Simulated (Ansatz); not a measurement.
# C2H2BrIO: up Jacob's ladder to CCSD(T)

An exercise on one series of results from a longer session: the logs are not shown, and one member is left open.

Computed with Ansatz 0.2.0, Gaussian basis. Level: functionals in def2-TZVPP, the program's frozen cores in correlated methods.

Plan: LDA (SPW92), PBE-D4, revPBE-D4, BLYP-D4, r2SCAN-D4, B97M-V, PBE0-D4, B3LYP-D4, r2SCANh-D4, r2SCAN0-D4, HSE06-D4, BHLYP-D4, CAM-B3LYP-D4, LC-ωPBE, ωB97X-V, ωB97M-V, B2PLYP, PBE-QIDH; CCSD(T)/def2-SVP; CCSD(T)/def2-TZVPP; MP2/def2-QZVPP; extrapolation to the limit; RPA on PBE.

1 further run of the same task is left out (for a known fault of the program).

## Structure used throughout

All runs share one geometry, relaxed beforehand with PBE0-D4 in a triple-zeta def2 set. I takes the def2 core potential; no spin-orbit term is included.

SMILES `BrC1(I)CO1`, 7 atoms, charge 0, spin multiplicity 1.

Atoms are counted from 1 here; the program's logs count them from 0.

Bond lengths: Br1–C2 1.920 Å, C2–I3 2.125 Å, C2–C4 1.454 Å, C2–O5 1.366 Å, C4–O5 1.439 Å, C4–H6 1.085 Å, C4–H7 1.085 Å. Angles: Br1–C2–I3 113.1°, Br1–C2–C4 119.6°, Br1–C2–O5 116.2°, I3–C2–C4 120.3°, I3–C2–O5 116.7°, C4–C2–O5 61.3°, C2–C4–O5 56.3°, C2–C4–H6 119.2°, C2–C4–H7 118.8°, O5–C4–H6 115.0°, O5–C4–H7 114.7°, H6–C4–H7 117.6°, C2–O5–C4 62.4°.

Set-up of the first run:

Contents of in.yaml:

```yaml
crystal:
  periodic: [false, false, false]
  atoms:
    - {symbol: Br, position_ang: [-1.373670, -1.809291, 0.144299]}
    - {symbol: C, position_ang: [0.090520, -0.566632, 0.132225]}
    - {symbol: I, position_ang: [1.576084, -1.015723, 1.583098]}
    - {symbol: C, position_ang: [-0.138603, 0.808393, -0.282840]}
    - {symbol: O, position_ang: [0.533253, -0.170006, -1.097384]}
    - {symbol: H, position_ang: [0.499082, 1.593808, 0.109755]}
    - {symbol: H, position_ang: [-1.125367, 1.091450, -0.634753]}
basis:
  gaussian: {orbitals: def2-TZVPP}
hamiltonian: {xc: lda}
output: {orbitals: {seedname: orbitals}}
```

Started as:

```bash
$ ansatz run in.yaml --threads 4 --pin off --events-out ev --progress --plain --max-ram 10444MiB
```

Steps of the session up to this table: LDA; PBE-D4 (GGA); revPBE-D4 (GGA); BLYP-D4 (GGA); r2SCAN-D4 (meta-GGA); B97M-V (meta-GGA); PBE0-D4 (hybrid); B3LYP-D4 (hybrid); r2SCANh-D4 (hybrid); r2SCAN0-D4 (hybrid); HSE06-D4 (hybrid); BHLYP-D4 (hybrid); CAM-B3LYP-D4 (range-separated); LC-ωPBE (range-separated); ωB97X-V (range-separated); ωB97M-V (range-separated); B2PLYP (double hybrid); PBE-QIDH (double hybrid).

One table of the session follows, with a row left open; its other results are not shown here.

It belongs to the step «Frontier levels by functional». 

```
  functional  HOMO (eV)  LUMO (eV)  gap (eV)
 LDA (SPW92)      -6.66      -2.89      3.77
      PBE-D4      -6.48      -2.68      3.79
   revPBE-D4      -6.42      -2.60      3.82
     BLYP-D4      -6.30      -2.58      3.72
   r2SCAN-D4      -6.79      -2.59      4.19
      B97M-V      -6.82      -2.49      4.33
     PBE0-D4      -7.67      -1.81      5.86
    B3LYP-D4      -7.42      -2.05      5.37
  r2SCANh-D4      -7.22      -2.26      4.96
  r2SCAN0-D4      -7.87      -1.77      6.10
    HSE06-D4      -7.28      -2.19      5.09
    BHLYP-D4      -8.69      -0.85      7.84
CAM-B3LYP-D4      -8.96      -0.73      8.22
     LC-ωPBE          ?          ?         ?
     ωB97X-V      -9.97       0.33     10.30
     ωB97M-V      -9.84       0.20     10.04
```

Estimate the missing values for LC-ωPBE.

As computed: HOMO (eV): -10.32; LUMO (eV): 0.46; gap (eV): 10.78. In the column «HOMO (eV)» it is the lowest.
